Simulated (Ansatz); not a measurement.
# AgRu2S3: the cost of one run

Method: DFT PBE, scalar-relativistic, plane waves, PAW, in Ansatz 0.2.0.

2 further runs of the same task are left out: 1 that didn't finish, 1 set aside as unsound or not needed.

### 1 The structure to begin with

It takes space group P6/mmm (No. 191, hexagonal). The conventional cell has a = 5.973 Å, b = 5.973 Å, c = 3.605 Å, α = 90.00°, β = 90.00°, γ = 120.00°. Ag (site symmetry 6/mmm) is surrounded by 6 Ru at 3.45 Å and 12 S at 3.49 Å and 2 Ag at 3.61 Å. Ru (site symmetry -6m2) has 6 S at 2.49 Å in its first shell of neighbours. Around S (site symmetry mmm) lie 4 Ru at 2.49 Å and 4 Ag at 3.49 Å.

As a file:

```
Ag Ru S
1.0
     5.97308    0.00000    0.00000
    -2.98654    5.17284    0.00000
     0.00000    0.00000    3.60544
Ag Ru S
1 2 3
Cartesian
  0.0000 0.0000 0.0000
  0.0000 3.4486 0.0000
  2.9865 1.7243 0.0000
  2.9865 0.0000 1.8027
  1.4933 2.5864 1.8027
  -1.4933 2.5864 1.8027
```

The cell is invented: species swapped into a database cell of YCo3B2 (P6/mmm, No. 191), with Ag on the Y sites, S on the Co sites and Ru on the B sites. Lengths come from tabulated atomic sizes and are only a guess.

### 2 The guess as it stands, on a coarse mesh

input.yaml reads:

```yaml
crystal:
  lattice:
    - [5.97307573, 0.0, 0.0]
    - [-2.98653786, 5.17283532, 0.0]
    - [0.0, 0.0, 3.60544366]
  atoms:
    - { symbol: Ag, position: [0.0, 0.0, 0.0] }
    - { symbol: Ru, position: [0.33333333, 0.66666667, 0.0], spin: 1.0 }
    - { symbol: Ru, position: [0.66666667, 0.33333333, 0.0], spin: 1.0 }
    - { symbol: S, position: [0.5, 0.0, 0.5] }
    - { symbol: S, position: [0.5, 0.5, 0.5] }
    - { symbol: S, position: [0.0, 0.5, 0.5] }
basis:
  ecutwfc: 420
kpoints:
  mp_grid: { grid: [3, 3, 6] }
hamiltonian:
  xc: pbe
scf:
  occupations: { method: gaussian, width: 0.1 }
  lower_state_search: "off"
output:
  forces: true
  stress: true
  eigenvalues: true
  populations: true
magnetization:
  spin_polarized: true
```

Run with:

```
> ansatz run input.yaml --threads 1 --pin off --max-ram 2560MiB --backend cpu --events-out ev --progress --plain --runs-dir out
```

**Question.** How long does this run take on 1 thread of Intel Xeon at 2.80GHz (Skylake/Cascade Lake), shared host, and how much memory does it need?

About 18 s, with a peak of 0.48 GiB.
